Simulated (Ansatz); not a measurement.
# GeH₃ (doublet): wave-function methods side by side, cc-pVTZ

One table from this session's results is given with a row withheld; the runs are named, their logs left out.

Method: cc-pVTZ, core rule «outside noble gas», up to 14 orbitals frozen; program: Ansatz 0.2.0, Gaussian basis.

The runs, in order: UHF; CCSD(T) on ROHF; CCSD(T) on UHF; BCCD(T) on ROHF; CCSDT(Q) on ROHF; CCSDT(Q) on UHF; CASSCF and MRCISD+Q, 7 electrons in 7 orbitals; CASSCF and NEVPT2, 7 electrons in 7 orbitals.

26 further runs of the same task are left out: 1 for a mislabelled method, 2 for a known fault of the program, 6 that didn't finish, 17 set aside as unsound or not needed.

## The geometry

The geometry is a PBE0/def2-TZVP stationary point (not a proven minimum). No spin-orbit coupling is included. The filled d shell of Ge may be among the frozen orbitals whatever the setting's name suggests; the logs give the count.

4 atoms, charge 0, spin multiplicity 2.

Atoms are counted from 1 here; the program's logs count them from 0.

Bond lengths: Ge1–H2 1.539 Å, Ge1–H3 1.539 Å, Ge1–H4 1.539 Å. Angles: H2–Ge1–H3 111.2°, H2–Ge1–H4 111.2°, H3–Ge1–H4 111.2°.

The first run:

Input file in.yaml:

```yaml
crystal:
  periodic: [false, false, false]
  atoms:
    - {symbol: Ge, position_ang: [0.000034, -0.000003, -0.018730]}
    - {symbol: H, position_ang: [1.465006, 0.016889, 0.452573]}
    - {symbol: H, position_ang: [-0.748285, 1.261093, 0.448403]}
    - {symbol: H, position_ang: [-0.719150, -1.277779, 0.448837]}
basis:
  gaussian: {orbitals: cc-pVTZ}
magnetization: {spin_polarized: true, initial_magnetization: 1}
hamiltonian: {xc: hf}
output: {orbitals: {seedname: orbitals}}
```

Launch:

```
$ ansatz run in.yaml --threads 1 --pin off --events-out ev --progress --plain --max-ram 2393MiB
```

Among the steps run: UHF; CCSD(T) on ROHF; CCSD(T) on UHF; BCCD(T) on ROHF; CCSDT(Q) on ROHF; CCSDT(Q) on UHF; CASSCF and MRCISD+Q, 7 electrons in 7 orbitals; CASSCF and NEVPT2, 7 electrons in 7 orbitals.

One table of the session follows, with a row left open; its other results are not shown here.

| method | from UCCSDT(Q) (kJ/mol) |
| --- | --- |
| ROHF | ? |
| UHF | +370.5 |
| RMP2 | +76.4 |
| UMP2 | +75.6 |
| RCCSD | +11.1 |
| UCCSD | +10.6 |
| RCCSD(T) | +2.5 |
| UCCSD(T) | +2.0 |
| BCCD(T) | +2.4 |
| RCCSDT | +0.7 |
| UCCSDT | +0.2 |
| RCCSDT(Q) | +0.5 |
| UCCSDT(Q) | 0 |
| CASSCF valence | +256.6 |
| NEVPT2 valence | +73.0 |
| MRCISD valence | +13.5 |
| MRCISD+Q valence | +1.8 |

Estimate the missing values for ROHF.

The run gave: from UCCSDT(Q) (kJ/mol): +375.3. In the column «from UCCSDT(Q) (kJ/mol)» it is the highest.

With the free atoms at the same levels and basis (separate runs), the atomisation energy is 8.748 eV at UCCSDT(Q), 8.748 eV at RCCSD(T), 8.742 eV at UCCSD(T), 6.798 eV at ROHF.

To keep in mind: Restricted and unrestricted rows rest on different reference determinants; where their highest levels disagree by more than a few hundredths of an eV, they describe different states and don't form one ladder.
